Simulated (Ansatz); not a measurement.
Born–Oppenheimer molecular dynamics of a periodic cell of 16 atoms, WC (start crystal WC, start structure P-6m2, volume 1.15 times the crystal's). It starts from a structure without forces on its atoms.

All numbers below come from DFT PBEsol, scalar-relativistic, plane waves, PAW in Ansatz. Settings: accuracy low, PAW set soft_1, cutoff 420 eV, k mesh 2x2x2, fermi-dirac smearing 0.36 eV, no spin polarisation.

```json
{
  "ensemble": "NVE (velocity Verlet)",
  "time step": "1.12 fs",
  "steps asked": "160",
  "starting velocities drawn for": "8400 K",
  "seed": "728517"
}
```

Frames 5.6 fs apart, positions in Å, forces in eV/Å.

Velocities at 33.6 fs (Å/ps):

```
W -5.64 1.09 0.76
C -21.17 -7.85 -0.94
W 2.59 1.98 -3.08
C -2.11 7.71 1.29
W 3.36 -2.25 -1.98
C 28.24 21.39 -5.00
W -3.78 5.37 -1.34
C 7.33 -10.90 7.80
W -0.40 -0.78 -3.68
C 3.83 -14.15 29.55
W -2.53 1.09 -0.64
C -9.52 -11.46 1.37
W 2.25 -3.05 4.44
C 25.07 4.67 -14.65
W 2.26 -5.05 2.61
C -2.95 35.02 24.99
```

```xyz
16
Lattice="-3.0445 -5.2732 0.0000 4.5667 -2.6366 0.0000 0.0000 0.0000 5.9460" Properties=species:S:1:pos:R:3:forces:R:3 time_fs=33.6 energy_less_start_eV=10.464 T=3012
W -0.312 -5.218 0.073 7.54 -4.22 2.58
C 1.458 -4.139 1.384 -0.47 -2.00 1.49
W 0.070 -5.163 2.847 -0.87 -1.23 2.33
C 1.550 -4.223 4.385 0.81 -1.95 -1.12
W -1.326 -2.765 -0.071 -3.26 4.47 0.11
C 0.279 -1.708 1.163 -3.23 -3.69 5.93
W -1.640 -2.362 2.895 0.88 -2.13 0.54
C 0.064 -2.009 4.570 -1.18 3.12 -3.07
W 1.480 -2.647 -0.151 4.16 -0.99 1.83
C 2.572 -1.697 1.464 2.63 1.26 0.38
W 1.383 -2.584 2.999 2.55 -0.78 -1.76
C 3.340 -1.647 4.374 -0.99 -0.82 0.08
W 0.150 -0.164 0.243 -3.60 5.77 -5.94
C -1.853 -4.078 1.364 1.79 -1.65 3.06
W 0.181 -0.236 3.087 -1.91 3.52 -0.53
C -1.117 -4.385 4.619 -4.83 1.33 -5.91
16
Lattice="-3.0445 -5.2732 0.0000 4.5667 -2.6366 0.0000 0.0000 0.0000 5.9460" Properties=species:S:1:pos:R:3:forces:R:3 time_fs=39.2 energy_less_start_eV=11.701 T=2375
W -0.338 -5.215 0.080 6.91 -3.93 0.68
C 1.337 -4.205 1.397 0.42 -1.05 0.97
W 0.084 -5.153 2.831 -1.67 -1.25 2.75
C 1.548 -4.207 4.377 0.57 -2.27 -1.06
W -1.310 -2.774 -0.081 -3.73 7.56 1.58
C 0.397 -1.645 1.216 -2.84 -4.60 6.19
W -1.661 -2.334 2.888 1.16 -2.31 0.66
C 0.087 -2.026 4.574 -1.58 3.88 -2.78
W 1.482 -2.652 -0.170 4.82 -1.26 2.87
C 2.628 -1.758 1.627 2.99 1.76 -1.50
W 1.371 -2.579 2.994 2.46 -1.44 -1.20
C 3.275 -1.720 4.384 -0.86 -0.43 0.32
W 0.159 -0.175 0.263 -3.94 7.07 -6.13
C -1.694 -4.076 1.326 0.75 -2.34 3.93
W 0.192 -0.262 3.102 -2.48 3.72 -0.56
C -1.189 -4.187 4.678 -2.99 -3.10 -6.69
16
Lattice="-3.0445 -5.2732 0.0000 4.5667 -2.6366 0.0000 0.0000 0.0000 5.9460" Properties=species:S:1:pos:R:3:forces:R:3 time_fs=44.8 energy_less_start_eV=10.245 T=3120
W -0.352 -5.219 0.087 5.78 -2.70 -1.90
C 1.228 -4.297 1.431 2.25 0.46 -0.51
W 0.095 -5.145 2.821 -2.93 -1.82 3.46
C 1.559 -4.246 4.344 -0.14 -1.39 -0.25
W -1.300 -2.770 -0.089 -3.37 6.83 2.62
C 0.442 -1.687 1.414 -3.41 -0.74 1.08
W -1.679 -2.309 2.882 2.01 -3.04 0.42
C 0.072 -1.950 4.511 -0.94 2.88 -0.46
W 1.491 -2.659 -0.184 2.99 -0.96 3.04
C 2.758 -1.777 1.754 2.67 1.26 -2.35
W 1.363 -2.576 2.987 3.38 -2.44 -0.11
C 3.188 -1.803 4.401 -0.63 -0.13 0.83
W 0.163 -0.176 0.273 -3.11 3.67 -3.55
C -1.516 -4.130 1.382 -0.59 -1.55 2.86
W 0.199 -0.281 3.115 -2.60 4.97 -0.28
C -1.337 -4.061 4.574 -1.34 -5.30 -4.89
16
Lattice="-3.0445 -5.2732 0.0000 4.5667 -2.6366 0.0000 0.0000 0.0000 5.9460" Properties=species:S:1:pos:R:3:forces:R:3 time_fs=50.4 energy_less_start_eV=9.756 T=3372
W -0.356 -5.228 0.091 5.16 -2.02 -3.22
C 1.175 -4.377 1.453 4.03 1.80 -2.07
W 0.101 -5.140 2.816 -3.86 -2.80 4.78
C 1.566 -4.318 4.306 -0.98 0.05 0.87
W -1.295 -2.755 -0.094 -2.74 2.61 0.63
C 0.399 -1.750 1.637 -4.76 2.18 -4.92
W -1.694 -2.290 2.876 2.98 -4.12 -0.19
C 0.034 -1.804 4.438 -0.41 0.05 2.18
W 1.505 -2.668 -0.193 1.19 -0.66 2.76
C 2.954 -1.765 1.824 1.34 0.01 -2.01
W 1.361 -2.577 2.980 5.79 -3.87 2.03
C 3.086 -1.890 4.440 -0.22 0.26 1.16
W 0.161 -0.171 0.277 -2.82 1.52 -1.96
C -1.355 -4.221 1.509 -2.26 0.09 0.70
W 0.202 -0.291 3.127 -2.45 7.74 -0.26
C -1.520 -4.058 4.353 0.03 -2.83 -0.46
16
Lattice="-3.0445 -5.2732 0.0000 4.5667 -2.6366 0.0000 0.0000 0.0000 5.9460" Properties=species:S:1:pos:R:3:forces:R:3 time_fs=56 energy_less_start_eV=10.484 T=3000
W -0.352 -5.239 0.090 4.66 -1.41 -3.00
C 1.220 -4.414 1.427 3.81 1.89 -1.77
W 0.101 -5.140 2.819 -2.45 -3.68 5.03
C 1.550 -4.390 4.288 -1.52 1.29 1.58
W -1.296 -2.736 -0.097 -2.41 0.83 -0.10
C 0.242 -1.766 1.747 -3.56 1.48 -6.06
W -1.705 -2.277 2.871 3.35 -4.76 -0.75
C -0.016 -1.659 4.418 -0.35 -3.41 4.13
W 1.522 -2.678 -0.198 -0.18 -0.92 2.87
C 3.182 -1.752 1.843 -0.19 -0.61 -1.70
W 1.368 -2.585 2.976 5.82 -3.26 1.66
C 2.979 -1.970 4.506 0.65 0.92 0.73
W 0.154 -0.162 0.277 -2.77 1.05 -1.46
C -1.250 -4.311 1.651 -3.80 1.52 -2.08
W 0.201 -0.289 3.140 -2.77 9.48 -1.47
C -1.701 -4.127 4.116 1.71 -0.42 2.39
16
Lattice="-3.0445 -5.2732 0.0000 4.5667 -2.6366 0.0000 0.0000 0.0000 5.9460" Properties=species:S:1:pos:R:3:forces:R:3 time_fs=61.6 energy_less_start_eV=10.764 T=2854
W -0.340 -5.254 0.085 4.39 -0.91 -1.99
C 1.357 -4.406 1.359 1.78 1.07 -0.15
W 0.097 -5.146 2.830 -0.26 -3.98 3.56
C 1.496 -4.431 4.309 -1.34 1.73 1.35
W -1.300 -2.715 -0.100 -2.49 0.73 0.60
C 0.000 -1.748 1.712 0.07 -0.49 -3.65
W -1.710 -2.272 2.864 2.73 -4.79 -0.33
C -0.074 -1.593 4.496 -0.08 -4.00 3.08
W 1.537 -2.689 -0.198 -1.97 -1.62 3.70
C 3.406 -1.751 1.820 -1.51 0.12 -1.43
W 1.384 -2.597 2.975 3.07 -1.22 -0.34
C 2.890 -2.026 4.588 2.27 1.88 -0.76
W 0.142 -0.152 0.275 -2.50 1.18 -1.41
C -1.238 -4.364 1.743 -3.98 2.04 -3.72
W 0.194 -0.273 3.149 -4.24 5.26 -2.80
C -1.837 -4.205 3.937 4.04 2.99 4.30
16
Lattice="-3.0445 -5.2732 0.0000 4.5667 -2.6366 0.0000 0.0000 0.0000 5.9460" Properties=species:S:1:pos:R:3:forces:R:3 time_fs=67.2 energy_less_start_eV=10.744 T=2865
W -0.321 -5.269 0.076 4.22 -0.59 -1.18
C 1.539 -4.370 1.286 -0.49 0.51 0.95
W 0.092 -5.158 2.846 -0.44 -2.93 1.29
C 1.410 -4.430 4.362 -0.72 1.36 0.46
W -1.308 -2.693 -0.102 -3.65 0.16 1.61
C -0.242 -1.737 1.583 2.87 -0.39 -1.44
W -1.710 -2.275 2.857 1.71 -4.54 0.89
C -0.132 -1.622 4.645 1.18 -1.70 -0.72
W 1.550 -2.704 -0.192 -3.39 -1.93 4.16
C 3.592 -1.747 1.761 -2.82 1.38 -0.72
W 1.406 -2.612 2.973 1.56 -0.39 -0.85
C 2.858 -2.034 4.651 3.51 2.56 -2.20
W 0.127 -0.140 0.271 -1.81 1.16 -1.57
C -1.321 -4.369 1.747 -1.83 0.95 -3.11
W 0.181 -0.248 3.155 -4.88 0.11 -2.51
C -1.875 -4.211 3.865 4.99 4.27 4.95
16
Lattice="-3.0445 -5.2732 0.0000 4.5667 -2.6366 0.0000 0.0000 0.0000 5.9460" Properties=species:S:1:pos:R:3:forces:R:3 time_fs=72.8 energy_less_start_eV=10.523 T=2979
W -0.295 -5.286 0.065 3.81 -0.42 -0.86
C 1.709 -4.320 1.235 -2.36 0.56 1.35
W 0.086 -5.175 2.865 -1.59 -1.49 0.07
C 1.305 -4.395 4.426 -0.03 0.73 -0.49
W -1.322 -2.671 -0.102 -6.15 -1.88 1.67
C -0.414 -1.734 1.420 4.54 0.50 1.52
W -1.708 -2.286 2.851 1.61 -3.98 1.74
C -0.158 -1.693 4.777 3.14 1.06 -4.37
W 1.557 -2.721 -0.179 -2.57 -1.01 3.00
C 3.708 -1.708 1.685 -3.57 2.06 0.42
W 1.430 -2.627 2.970 1.11 -0.16 -0.51
C 2.909 -1.981 4.662 2.39 2.00 -1.87
W 0.109 -0.126 0.264 -0.99 0.95 -2.39
C -1.450 -4.351 1.673 0.47 -0.42 -1.82
W 0.161 -0.221 3.156 -2.61 1.06 -1.14
C -1.793 -4.121 3.912 2.78 0.44 3.67
16
Lattice="-3.0445 -5.2732 0.0000 4.5667 -2.6366 0.0000 0.0000 0.0000 5.9460" Properties=species:S:1:pos:R:3:forces:R:3 time_fs=78.4 energy_less_start_eV=10.148 T=3175
W -0.263 -5.303 0.052 3.31 -0.19 -0.92
C 1.822 -4.256 1.218 -3.27 0.51 1.64
W 0.078 -5.194 2.884 -2.09 -0.58 0.13
C 1.200 -4.342 4.479 0.78 0.14 -1.19
W -1.347 -2.652 -0.099 -7.13 -3.08 -0.07
C -0.474 -1.720 1.296 5.27 1.04 4.72
W -1.702 -2.303 2.848 2.02 -3.43 1.64
C -0.109 -1.742 4.804 3.35 1.90 -5.21
W 1.560 -2.740 -0.161 -1.05 0.68 1.37
C 3.736 -1.620 1.619 -3.47 1.73 1.12
W 1.456 -2.643 2.967 0.85 0.02 0.05
C 3.018 -1.879 4.628 0.36 0.70 -0.97
W 0.089 -0.110 0.254 -0.64 1.11 -3.41
C -1.569 -4.341 1.554 1.74 -0.88 -0.40
W 0.136 -0.193 3.155 -0.96 2.85 -0.58
C -1.641 -4.018 4.052 0.94 -2.54 2.09
16
Lattice="-3.0445 -5.2732 0.0000 4.5667 -2.6366 0.0000 0.0000 0.0000 5.9460" Properties=species:S:1:pos:R:3:forces:R:3 time_fs=84 energy_less_start_eV=8.525 T=4009
W -0.226 -5.321 0.038 2.90 0.31 -1.03
C 1.855 -4.181 1.243 -2.98 -0.25 1.95
W 0.067 -5.214 2.904 -1.86 -0.04 0.77
C 1.115 -4.285 4.503 1.71 -0.40 -1.49
W -1.382 -2.638 -0.095 -4.06 -1.01 -0.10
C -0.405 -1.683 1.284 4.15 -0.22 4.63
W -1.694 -2.325 2.848 2.37 -3.20 1.36
C 0.018 -1.746 4.707 0.83 1.01 -3.15
W 1.562 -2.757 -0.141 -0.46 2.12 0.33
C 3.678 -1.491 1.579 -2.70 0.09 0.71
W 1.484 -2.658 2.963 0.41 0.44 0.47
C 3.138 -1.760 4.568 -0.86 -0.47 -0.57
W 0.068 -0.093 0.237 -0.93 1.88 -4.00
C -1.646 -4.351 1.425 2.48 -0.30 1.02
W 0.109 -0.161 3.154 -0.70 3.20 -0.87
C -1.463 -3.974 4.244 -0.31 -3.15 -0.03
16
Lattice="-3.0445 -5.2732 0.0000 4.5667 -2.6366 0.0000 0.0000 0.0000 5.9460" Properties=species:S:1:pos:R:3:forces:R:3 time_fs=89.6 energy_less_start_eV=7.247 T=4667
W -0.183 -5.338 0.023 2.40 1.24 -1.12
C 1.814 -4.112 1.315 -1.89 -1.40 1.62
W 0.052 -5.235 2.925 -1.50 0.79 1.41
C 1.074 -4.239 4.490 2.65 -0.76 -1.20
W -1.425 -2.625 -0.092 -0.78 1.13 1.74
C -0.233 -1.651 1.384 1.87 -1.51 2.47
W -1.681 -2.353 2.849 2.79 -3.02 1.18
C 0.167 -1.723 4.530 -1.24 0.45 -0.72
W 1.562 -2.772 -0.120 -0.60 2.89 -0.08
C 3.553 -1.362 1.556 -1.36 -2.58 -0.15
W 1.512 -2.673 2.960 -0.10 1.39 0.50
C 3.239 -1.651 4.493 -1.25 -1.34 -0.24
W 0.045 -0.072 0.214 -1.23 2.13 -3.83
C -1.661 -4.369 1.320 2.52 0.48 2.05
W 0.081 -0.123 3.151 -0.56 2.97 -1.65
C -1.294 -4.007 4.435 -1.73 -2.87 -1.96
16
Lattice="-3.0445 -5.2732 0.0000 4.5667 -2.6366 0.0000 0.0000 0.0000 5.9460" Properties=species:S:1:pos:R:3:forces:R:3 time_fs=95.2 energy_less_start_eV=7.176 T=4705
W -0.137 -5.352 0.005 2.16 2.20 -1.20
C 1.726 -4.079 1.425 -0.87 -2.51 0.21
W 0.035 -5.254 2.948 -1.01 1.89 1.35
C 1.098 -4.211 4.448 3.29 -1.02 -0.52
W -1.468 -2.611 -0.086 0.51 0.88 2.23
C -0.014 -1.654 1.545 -0.15 -1.08 -0.16
W -1.665 -2.386 2.853 3.12 -2.79 1.04
C 0.288 -1.690 4.336 -2.28 -0.06 1.87
W 1.562 -2.781 -0.100 -0.80 2.98 0.10
C 3.394 -1.298 1.530 -0.19 -4.96 -0.32
W 1.540 -2.685 2.958 -0.15 2.72 0.20
C 3.308 -1.576 4.413 -1.38 -1.92 0.53
W 0.021 -0.048 0.185 -0.58 1.63 -2.62
C -1.616 -4.375 1.266 1.28 0.77 2.41
W 0.052 -0.080 3.145 0.15 2.71 -2.48
C -1.168 -4.110 4.580 -3.12 -1.43 -2.65
```

Of the whole run (179 fs, mean temperature of the second half 4165 K): The conserved energy stayed within 1.9 meV per atom of its start (net change 1 meV per atom), so the integration is sound. Over the second half the temperature averaged 0.50 of the 8400 K drawn at the start: a run that starts near a minimum puts about half its kinetic energy into the potential. A run of 0.18 ps of so small a system gives no equilibrium averages. Limits of this set-up: coarse k mesh, PAW files made for another functional, low accuracy level.

The run took 17 min on 1 thread of Arm Neoverse V1, on a shared host, peak memory 0.62 GiB.
